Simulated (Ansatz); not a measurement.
# AlGa3As4: the cost of one run

Method: DFT PBEsol, scalar-relativistic, plane waves, PAW, in Ansatz 0.2.0.

## Step 1: The system as given

Symmetry: P-43m, No. 215, cubic system. The conventional cell has a = 5.363 Å, b = 5.363 Å, c = 5.363 Å, α = 90.00°, β = 90.00°, γ = 90.00°. Around Al (site symmetry -43m) lie 4 As at 2.27 Å. Ga (site symmetry -42m) is surrounded by 4 As at 2.34 Å. As (site symmetry 3m) is surrounded by 1 Al at 2.27 Å and 3 Ga at 2.34 Å.

Coordinates:

```cif
data_structure
_symmetry_space_group_name_H-M 'P-43m'
_symmetry_Int_Tables_number 215
_cell_length_a 5.3625
_cell_length_b 5.3625
_cell_length_c 5.3625
_cell_angle_alpha 90.000
_cell_angle_beta 90.000
_cell_angle_gamma 90.000
_cell_volume 154.21
loop_
_atom_site_label
_atom_site_type_symbol
_atom_site_symmetry_multiplicity
_atom_site_Wyckoff_symbol
_atom_site_fract_x
_atom_site_fract_y
_atom_site_fract_z
_atom_site_occupancy
Al1 Al 1 a 0.00000 0.00000 0.00000 1
Ga1 Ga 3 c 0.50000 0.50000 0.00000 1
As1 As 4 e 0.75571 0.75571 0.24429 1
```

The cell was made up by rule, so the compound may not exist in this form.

(A quick probe on a coarse mesh, which set the mesh and smearing, is not shown.)

## Step 3: Coarse relaxation

Input file input.yaml:

```yaml
crystal:
  lattice:
    - [5.3625425212, 0.0, 0.0]
    - [0.0, 5.3625425212, 0.0]
    - [0.0, 0.0, 5.3625425212]
  atoms:
    - { symbol: Al, position: [0.0, 0.0, 0.0] }
    - { symbol: Ga, position: [0.5, 0.5, 0.0] }
    - { symbol: Ga, position: [0.5, 0.0, 0.5] }
    - { symbol: Ga, position: [0.0, 0.5, 0.5] }
    - { symbol: As, position: [0.75571442, 0.75571442, 0.24428558] }
    - { symbol: As, position: [0.75571442, 0.24428558, 0.75571442] }
    - { symbol: As, position: [0.24428558, 0.75571442, 0.75571442] }
    - { symbol: As, position: [0.24428558, 0.24428558, 0.24428558] }
basis:
  ecutwfc: 420
kpoints:
  mp_grid: { grid: [4, 4, 4] }
hamiltonian:
  xc: pbesol
scf:
  occupations: { method: gaussian, width: 0.1 }
output:
  forces: true
  stress: true
  eigenvalues: true
relax:
  adjacent_minimum: "off"
  f_tol: 0.05
  max_steps: 80
  cell: { stress_tol: 0.5 }
```

Started as:

```sh
ansatz run input.yaml --threads 4 --pin off --max-ram 12288MiB --backend cpu --events-out ev --progress --plain --runs-dir out
```

**Question.** How long does this run take on 4 threads of Arm Neoverse V2, shared host, and how much memory does it need?

About 12 s, with a peak of 0.58 GiB.
